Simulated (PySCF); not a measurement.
# CH5AsBN: the cost of one run

Programs: PySCF 2.14.0, with density-fitted response routines of our own. Each step states its level of theory. These are calculated values for one molecule in the gas phase, unless marked as measured. Atoms count from 0, in the outputs and in this text.

**1. The molecule as given**

9 atoms, charge 0, multiplicity 1; geometry from: GFN2-xTB. The atoms were then displaced at random by about 0.01 Å, so the start is not that level's minimum.

Bonds of the start (Å): N0–C1 1.14, C1–B2 1.56, B2–As3 2.03, B2–H4 1.19, B2–H5 1.19, As3–H6 1.49, As3–H7 1.50, As3–H8 1.50.

**2. Optimising the geometry at PBE0-D3(BJ)/def2-SVP**

The job: settings as JSON, then the geometry in Å.

```
{"job": {"xc": "PBE0", "basis": "def2-SVP", "d3": "d3bj", "grid": 1, "shake": 0.01, "kind": "geom"}, "charge": 0, "multiplicity": 1}
N      1.825440     1.872250     0.560610
C      1.436930     0.911820     0.080440
B      0.877880    -0.403390    -0.542690
As    -1.018460    -0.252520     0.179750
H      0.823870    -0.390420    -1.730690
H      1.359840    -1.378780    -0.056800
H     -1.247100    -0.129110     1.643150
H     -2.161260    -1.205560    -0.033280
H     -1.839340     0.958550    -0.134220
```

On the command line:

```
$ OMP_NUM_THREADS=1 python probes_run.py task.json out
```

One launch serves the whole session: the jobs run in the order shown.

**Question.** How long does this first job take on 1 thread of Arm Neoverse V2, shared host, and how much memory does it need?

About 18 s, with a peak of 0.4 GiB.
